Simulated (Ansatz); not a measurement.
# TaHO+ (doublet): the correlation ladder, def2-QZVPP

One table from this session's results is given with a row withheld; the runs are named, their logs left out.

Computed with Ansatz 0.2.0, Gaussian basis. Level: def2-QZVPP, core rule «outside noble gas», up to 5 orbitals frozen.

The runs, in order: UHF; ROHF; CCSD(T) on UHF.

2 further runs of the same task are left out: 2 set aside as unsound or not needed. Runs told in other sessions of the task aren't counted.

## What is computed

The geometry is a PBE0/def2-TZVP stationary point (not a proven minimum) of the parent state, kept for this charge and spin. No spin-orbit coupling is included. Elements past krypton take def2 core potentials.

3 atoms, charge 1, spin multiplicity 2.

Atoms are counted from 1 here; the program's logs count them from 0.

Bond lengths: Ta1–O2 1.695 Å, Ta1–H3 1.777 Å. Angles: O2–Ta1–H3 103.7°.

Coordinates:

```
Ta    0.00000   -0.01620    0.13421
O     0.00000    0.07704   -1.55866
H     0.00000    1.68464    0.64804
```

Set-up of the first run:

in.yaml reads:

```yaml
crystal:
  periodic: [false, false, false]
  atoms:
    - {symbol: Ta, position_ang: [0.000000, -0.016196, 0.134207]}
    - {symbol: O, position_ang: [0.000000, 0.077043, -1.558659]}
    - {symbol: H, position_ang: [0.000000, 1.684643, 0.648045]}
basis:
  gaussian: {orbitals: "def2-QZVPP.json"}
total_charge: 1
magnetization: {spin_polarized: true, initial_magnetization: 1}
hamiltonian: {xc: hf}
output: {orbitals: {seedname: orbitals}}
```

Started as:

```bash
$ ansatz run in.yaml --threads 1 --pin off --events-out ev --progress --plain --max-ram 3968MiB --backend cpu
```

Among the steps run: UHF; ROHF; CCSD(T) on UHF.

One table of the session follows, with a row left open; its other results are not shown here.

It belongs to the step «Misses and costs». 

```
  method  from UCCSD(T) (meV)
    ROHF             +11407.0
     UHF             +11299.3
    UMP2               +161.0
   UCCSD                    ?
UCCSD(T)                    0
```

Q: Estimate the row for UCCSD from the others.

The run gave: from UCCSD(T) (meV): +724.9. In the column «from UCCSD(T) (meV)» it lies between UMP2 (+161.0) and UHF (+11299.3).
